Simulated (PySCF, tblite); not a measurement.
**C₅H₈NSi radical: geometry, infrared bands and EPR parameters**

What infrared bands and EPR parameters should C₅H₈NSi radical (`C[SiH2]n1c[c]cc1`) show?

Programs: tblite 0.8.0 and PySCF 2.14.0, with density-fitted response routines of our own. Each step states its level of theory. These are calculated values for one molecule in the gas phase, unless marked as measured. Atoms are numbered from 0 throughout.

### 1 The molecule as given

15 atoms, charge 0, multiplicity 2; geometry from: force field or distance geometry start.

Bonds of the start (Å): C0–Si1 1.84, Si1–N2 1.80, N2–C3 1.35, C3–C4 1.39, C4–C5 1.39, C5–C6 1.37, C6–N2 1.35, C0–H7 1.13, C0–H8 1.10, C0–H9 1.10, Si1–H10 1.48, Si1–H11 1.48, C3–H12 1.07, C5–H13 1.11, C6–H14 1.07.

### 2 Geometry optimisation with GFN2-xTB

The job: settings as JSON, then the geometry in Å.

```
{"job": {"kind": "relax", "xc": "GFN2-xTB", "basis": "xTB"}, "charge": 0, "multiplicity": 2}
C     -2.195100     0.760600    -0.006600
Si    -1.201500    -0.787600    -0.015600
N      0.521700    -0.269900     0.056500
C      0.960300     0.738900     0.843500
C      2.332000     0.835600     0.618700
C      2.686700    -0.110500    -0.342600
C      1.532400    -0.779100    -0.671200
H     -2.428800     1.049700     1.060200
H     -3.168300     0.677400    -0.510500
H     -1.569200     1.577900    -0.395100
H     -1.564500    -1.504300     1.225600
H     -1.449800    -1.625800    -1.211200
H      0.365400     1.303200     1.527100
H      3.708700    -0.280000    -0.745900
H      1.465500    -1.578000    -1.383000
```

Command:

```bash
> OMP_NUM_THREADS=1 python probes_run.py task.json out
```

The driver reads the jobs from task.json and runs them one after another.

**Question.** This job is followed by: GFN2-xTB harmonic vibrations, gas phase; UKS B3LYP, pcH-1 on C H N Si, non-relativistic, mean-field spin-orbit, GIAO. What will the session give for the following? strongest single infrared mode (GFN2-xTB); zero-point energy (GFN2-xTB); g(iso) (B3LYP); ⟨S²⟩; largest a(iso) (averaged by class); potential on the surface of density 0.002 e/bohr³, 1st and 99th percentile.

**Answer**, as computed:

| quantity | value |
| --- | --- |
| strongest single infrared mode (GFN2-xTB) | 2223 cm⁻¹, 362 km/mol |
| zero-point energy (GFN2-xTB) | 69.7 kcal/mol |
| g(iso) (B3LYP) | 2.00223 |
| ⟨S²⟩ | 0.756 (exact 0.75) |
| largest a(iso) (averaged by class) | 13C on C4, 493.1 MHz |
| potential on the surface of density 0.002 e/bohr³, 1st and 99th percentile | -0.97 V and 1.39 V |

In words: Relaxing lowered the energy by 0.327 eV in 93 steps; the close pair that moved most is C0–Si1, from 1.840 to 1.894 Å. The lowest mode is slightly imaginary (13i cm⁻¹), a soft motion within the noise of the Hessian, so the minimum is not strictly shown. The strongest single mode, at 2223 cm⁻¹, moves mainly H10. Unscaled tight-binding wavenumbers are off by several per cent, some by more. Its intensities can rank the bands wrongly. C4 carries the largest spin population, 1.02 e. The isotropic g lies 0.1 ppt below the free-electron value. These values are for one conformer; the search (at its own cheap level) found 2 more, at 0.11, 0.21 kcal/mol, and measured spectra average over such forms.
